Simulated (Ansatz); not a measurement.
# H4O4Zr: the cost of one run

Program: Ansatz 0.2.0. Level of theory: RKS PBE0/def2-SVP. These are calculated values, not measurements.

**1. The structure to begin with**

Bond lengths: Zr1–O2 2.070 Å, O2–H3 1.010 Å, Zr1–O4 2.070 Å, O4–H5 1.010 Å, Zr1–O6 2.069 Å, O6–H7 1.010 Å, Zr1–O8 2.069 Å, O8–H9 1.010 Å. Angles: Zr1–O2–H3 109.5°, O2–Zr1–O4 109.4°, O2–Zr1–O6 109.5°, O2–Zr1–O8 109.5°, O4–Zr1–O6 109.5°, O4–Zr1–O8 109.5°, O6–Zr1–O8 109.5°, Zr1–O4–H5 109.5°, Zr1–O6–H7 109.5°, Zr1–O8–H9 109.5°.

As a file:

```xyz
9

Zr    0.0000    0.0000    0.0000
O     0.0000    0.0000    2.0700
H    -0.9095   -0.2814    2.4071
O     1.9520    0.0000   -0.6893
H     2.2684   -0.9521   -0.8060
O    -0.9750    1.6891   -0.6893
H    -1.9328    1.4584   -0.9117
O    -0.9750   -1.6891   -0.6893
H    -1.4296   -2.1548    0.0831
```

**2. Preparing the start**

File input.yaml:

```yaml
crystal:
  periodic: [false, false, false]
  atoms:
    - { symbol: Zr, position_ang: [0.0, 0.0, 0.0] }
    - { symbol: O, position_ang: [0.0, 0.0, 2.07] }
    - { symbol: H, position_ang: [-0.9095, -0.2814, 2.4071] }
    - { symbol: O, position_ang: [1.952, 0.0, -0.6893] }
    - { symbol: H, position_ang: [2.2684, -0.9521, -0.806] }
    - { symbol: O, position_ang: [-0.975, 1.6891, -0.6893] }
    - { symbol: H, position_ang: [-1.9328, 1.4584, -0.9117] }
    - { symbol: O, position_ang: [-0.975, -1.6891, -0.6893] }
    - { symbol: H, position_ang: [-1.4296, -2.1548, 0.0831] }
basis:
  gaussian: { orbitals: def2-SVP }
hamiltonian:
  xc: pbe0
relax:
  f_tol: 0.02
  max_steps: 40
```

On the command line:

```bash
$ ansatz run input.yaml --threads 4 --pin off --max-ram 5120MiB --backend cpu --events-out ev --progress --plain --runs-dir out
```

What time and memory should one allow on 4 threads of Arm Neoverse V2, shared host?

About 14 s, with a peak of 0.24 GiB.
